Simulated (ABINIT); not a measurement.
Crystal: GaF.

```
Ga F
1.0
     0.00000    2.84624    2.84624
     2.84624    0.00000    2.84624
     2.84624    2.84624    0.00000
Ga F
1 1
Direct
  0.25000 0.25000 0.25000
  0.00000 0.00000 0.00000
```

The cell was built by a generator and needn't be a form met in nature.

* Program: ABINIT 10.8.3 (patched build)
* Task: single point
* Functional: PBE
* Potentials or basis: JTH PAW PBE v2.0
* Cutoff: 626 eV
* k mesh: 8 × 8 × 8
* Occupations: fermi-dirac, width 0.05 eV
* Spin: no spin polarisation

On this cell: pressure -0.1 GPa; largest force zero by symmetry; band gap on the k mesh 2.27 eV, indirect (least direct gap 2.28 eV).

The same run follows on a disturbed copy (atoms moved at random, drawn with an rms of 0.05 Å):

```
Ga F
1.0
     0.00000    2.84624    2.84624
     2.84624    0.00000    2.84624
     2.84624    2.84624    0.00000
Ga F
1 1
Direct
  0.24551 0.25659 0.26134
  0.99587 0.01335 0.99837
```

Question: What does the disturbed cell give?

Answer: The energy moves by +0.1 meV/atom; pressure -0.1 GPa; largest force 0.008 eV/Å; band gap on the k mesh 2.27 eV, indirect (least direct gap 2.28 eV).

Forces in eV/Å, atoms in the order of the input:
```
Ga  -0.003 -0.007  0.004
F    0.003  0.007 -0.004
```

A k mesh can miss the band edges.
